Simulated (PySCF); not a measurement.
**TiCl3F: fields and orbitals**

Aim: take TiCl3F and analyse its density (charges, bond critical points, surface potential), see where an electron leaves and enters and measure its response to a uniform field.

Method: levels as typed in each script, gas phase, geometry from GFN2-xTB; program: PySCF 2.14.0.

### Step 1. The system as given

5 atoms, charge 0, spin multiplicity 1.

Bond lengths: F1–Ti2 1.693 Å, Ti2–Cl3 2.110 Å, Ti2–Cl4 2.111 Å, Ti2–Cl5 2.110 Å. Angles: F1–Ti2–Cl3 112.1°, F1–Ti2–Cl4 112.1°, F1–Ti2–Cl5 112.1°, Cl3–Ti2–Cl4 106.7°, Cl3–Ti2–Cl5 106.8°, Cl4–Ti2–Cl5 106.7°.

Coordinates:

```mol
Cl3FTi
  3D, bonds by distance, orders not assigned

  5  4  0  0  0  0  0  0  0  0999 V2000
   -0.0016    0.0000   -2.0004 F   0  0
   -0.0002    0.0000   -0.3074 Ti  0  0
   -0.6738    1.8359    0.4859 Cl  0  0
    1.9273   -0.3341    0.4848 Cl  0  0
   -1.2525   -1.5017    0.4861 Cl  0  0
  1  2  8  0
  2  3  8  0
  2  4  8  0
  2  5  8  0
M  END
```

### Step 2. Density, bond paths and surface potential (B3LYP/def2-svpd)

Contents of input.py:

```python
import numpy as np
from pyscf import gto, scf, dft
from pyscf.scf import atom_ks, atom_hf
from scipy.linalg import block_diag

def solve(mol, dm0=None, hcore=None):
    mf = (dft.UKS if mol.spin else dft.RKS)(mol, xc='b3lyp')
    mf.grids.level = 3
    mf = mf.density_fit(auxbasis='def2-universal-jkfit')
    mf.conv_tol, mf.max_cycle = 1e-8, 80
    if hcore is not None:
        mf.get_hcore = lambda *args: hcore
    mf.kernel(dm0)
    if not mf.converged:
        mf = mf.newton().run(mf.mo_coeff, mf.mo_occ, max_cycle=30)
    assert mf.converged, 'SCF not converged'
    return mf

mol = gto.M(atom='''
F     -0.00161     0.00000    -2.00039
Ti    -0.00016     0.00000    -0.30738
Cl    -0.67376     1.83586     0.48587
Cl     1.92731    -0.33413     0.48484
Cl    -1.25249    -1.50173     0.48610
''', basis='def2-svpd', charge=0, spin=0, verbose=4)
mf = solve(mol)
mf.analyze()
# spherically averaged free atoms, for the promolecule
atm = atom_ks.get_atm_nrks(mol, xc='b3lyp')
pro = block_diag(*[(atm[a[0]][2] * atm[a[0]][3]) @ atm[a[0]][2].T for a in mol._atom])
np.savez('result.npz', e=mf.e_tot, c=mf.mo_coeff, occ=mf.mo_occ, eps=mf.mo_energy, pro=pro, dip=mf.dip_moment(verbose=0), s2=mf.spin_square()[0])
```

The run is started by

```
> OMP_NUM_THREADS=1 python input.py
```

### Step 4. Removing and adding an electron (B3LYP/def2-svpd)

Contents of input.py:

```python
import numpy as np
from pyscf import gto, scf, dft
from pyscf.scf import atom_ks, atom_hf
from scipy.linalg import block_diag

def solve(mol, dm0=None, hcore=None):
    mf = (dft.UKS if mol.spin else dft.RKS)(mol, xc='b3lyp')
    mf.grids.level = 3
    mf = mf.density_fit(auxbasis='def2-universal-jkfit')
    mf.conv_tol, mf.max_cycle = 1e-8, 80
    if hcore is not None:
        mf.get_hcore = lambda *args: hcore
    mf.kernel(dm0)
    if not mf.converged:
        mf = mf.newton().run(mf.mo_coeff, mf.mo_occ, max_cycle=30)
    assert mf.converged, 'SCF not converged'
    return mf

mol = gto.M(atom='''
F     -0.00161     0.00000    -2.00039
Ti    -0.00016     0.00000    -0.30738
Cl    -0.67376     1.83586     0.48587
Cl     1.92731    -0.33413     0.48484
Cl    -1.25249    -1.50173     0.48610
''', basis='def2-svpd', charge=0, spin=0, verbose=4)
mf = solve(mol)
out = dict(e0=mf.e_tot, dm0=mf.make_rdm1(), c=mf.mo_coeff, occ=mf.mo_occ, eps=mf.mo_energy)
for name, dq, spin in [('cation', 1, 1)]:
    ion = mol.copy().set(charge=mol.charge + dq, spin=spin).build()
    mi = solve(ion)
    if spin and dq > 0 and mol.nao < 130:
        c, _, stable, _ = mi.stability(return_status=True)
        if not stable:
            mi = solve(ion, mi.make_rdm1(c, mi.mo_occ))
    print(name, 'vertical energy change / eV', (mi.e_tot - mf.e_tot) * 27.211386)
    out.update({'e_' + name: mi.e_tot, 'dm_' + name: mi.make_rdm1(), 's2_' + name: mi.spin_square()[0], 'eps_' + name: mi.mo_energy, 'occ_' + name: mi.mo_occ})
# spherically averaged free atoms, for the promolecule
atm = atom_ks.get_atm_nrks(mol, xc='b3lyp')
pro = block_diag(*[(atm[a[0]][2] * atm[a[0]][3]) @ atm[a[0]][2].T for a in mol._atom])
np.savez('result.npz', pro=pro, **out)
```

### Step 6. Response to an electric field (B3LYP/def2-svpd)

Contents of input.py:

```python
import numpy as np
from pyscf import gto, scf, dft
from pyscf.scf import atom_ks, atom_hf
from scipy.linalg import block_diag

def solve(mol, dm0=None, hcore=None):
    mf = (dft.UKS if mol.spin else dft.RKS)(mol, xc='b3lyp')
    mf.grids.level = 3
    mf = mf.density_fit(auxbasis='def2-universal-jkfit')
    mf.conv_tol, mf.max_cycle = 1e-8, 80
    if hcore is not None:
        mf.get_hcore = lambda *args: hcore
    mf.kernel(dm0)
    if not mf.converged:
        mf = mf.newton().run(mf.mo_coeff, mf.mo_occ, max_cycle=30)
    assert mf.converged, 'SCF not converged'
    return mf

mol = gto.M(atom='''
F     -0.00161     0.00000    -2.00039
Ti    -0.00016     0.00000    -0.30738
Cl    -0.67376     1.83586     0.48587
Cl     1.92731    -0.33413     0.48484
Cl    -1.25249    -1.50173     0.48610
''', basis='def2-svpd', charge=0, spin=0, verbose=4)
field = np.array([0.004, 0.0, 0.0])  # atomic units
mol.set_common_orig(mol.atom_charges() @ mol.atom_coords() / mol.atom_charges().sum())
mf = solve(mol)
out = dict(dm0=mf.make_rdm1(), d0=mf.dip_moment(unit='AU'), e0=mf.e_tot)
for name, sign in (('p', 1), ('m', -1)):
    h = mf.get_hcore() + sign * np.einsum('x,xij->ij', field, mol.intor('int1e_r'))
    mi = solve(mol, mf.make_rdm1(), h)
    out.update({'dm' + name: mi.make_rdm1(), 'd' + name: mi.dip_moment(unit='AU'), 'e' + name: mi.e_tot})
# spherically averaged free atoms, for the promolecule
atm = atom_ks.get_atm_nrks(mol, xc='b3lyp')
pro = block_diag(*[(atm[a[0]][2] * atm[a[0]][3]) @ atm[a[0]][2].T for a in mol._atom])
np.savez('result.npz', pro=pro, **out)
```

(Steps that only read results are left out.)

Q: Predict the outcome of this session. Wanted: dipole moment; HOMO, LUMO; vertical ionisation energy; polarisability along the field.

**Answer**, as computed:

| quantity | value |
| --- | --- |
| dipole moment (B3LYP/def2-svpd) | 0.12 D |
| HOMO, LUMO (B3LYP/def2-svpd) | -9.39, -3.79 eV |
| vertical ionisation energy (B3LYP/def2-svpd) | 11.58 eV |
| polarisability along the field (B3LYP/def2-svpd) | 82.7 bohr³ |

**Reading.** At B3LYP/def2-svpd: The highest Hirshfeld charge is on Ti2 (+0.52 e), the lowest on F1 (−0.21 e). The ionisation energy from two SCF runs, 11.58 eV, lies 2.2 eV above −ε(HOMO) = 9.39 eV of the same level, B3LYP/def2-svpd, since self-interaction lifts this functional's HOMO. All values hold at the given geometry, in the gas phase.
